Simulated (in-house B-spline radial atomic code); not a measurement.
# Tc³³⁺: RPA and G0W0 on different mean-field starts

Question: which mean-field start gives which removal energy for Tc³³⁺, before and after G0W0?

The numbers are computed with an in-house B-spline radial atomic code, version 1 (RPA, second order, AC-SOSEX and G0W0 (contour deformation) on a scalar-relativistic mean field, all electrons; no spin-orbit coupling, Breit or QED terms, no two-electron picture change), except any that are marked as measured or tabulated.

**1. The atom as given**

```
element       : technetium (Z = 43)
charge        : +33
electrons     : 10
configuration : [He] 2s2 2p6
Hamiltonian   : scalar-relativistic (spin-free one-electron X2C), finite nucleus
starts        : Hartree-Fock, PBE, LC-ωPBE, r2SCAN0
```

Outer shells as boxes (Hund's rule):

Tc33+
```
[He] core
2s [↑↓]
2p [↑↓][↑↓][↑↓]
```

**2. The run with the Hartree-Fock start**

The run's settings:

```ini
Z = 43
electrons = 10.0
configuration = [He] 2s2 2p6
hamiltonian = x2c
method = hf
lmax = 9
rms_radius = 4.411169945885085
spin_polarised = False
box_radius = 2.84
intervals = 62
```

Started as:

```
$ python run_gw.py task.json out
```

One command runs all members of the session, one after another, from task.json.

Further steps of the session: The run with the PBE start; The run with the LC-ωPBE start; The run with the r2SCAN0 start.

What does the calculation give? Wanted: highest level, mean field; highest level, G0W0; RPA correlation energy; RPA+SOSEX.

The runs gave:

```
                                       quantity                                                              value
highest level, mean field (range over the runs)                                            -4545.41 to -4455.26 eV
      highest level, G0W0 (range over the runs)                                            -4543.83 to -4543.62 eV
                         RPA correlation energy                                         -0.6771 to -0.6596 hartree
                                      RPA+SOSEX                                         -0.4367 to -0.4250 hartree
    semi-empirical ionisation energy (2p shell)  4505.0 ± 2 eV (NIST Atomic Spectra Database, ionization energies)
            G0W0 removal energy less that value                                                  +38.6 to +38.8 eV
```

**Reading.** The starts spread the highest level over 90.1 eV; after G0W0 0.20 eV remain, 0.23 % of that. Without exact exchange the level is bound too weakly, and G0W0 lowers it by 88 eV. The RPA energy is largest in size on PBE and smallest on Hartree-Fock, 2.6 % apart; over the runs it loosely follows the gap of the start, as smaller excitation energies give more correlation. All runs miss the semi-empirical ionisation energy, 4505.0 ± 2 eV, by about +38.8 eV (+0.86 %), far more than they differ among themselves. Without spin-orbit coupling the level is the average over j, while the tabulated threshold takes the electron from j = 3/2, which is bound less; that pushes the computed values up by a part of the shell's splitting. Read as a removal energy, the bare PBE level is off by -49.7 eV (-1.1 %) and the nearest bare level, r2SCAN0's, by -18.8 eV.
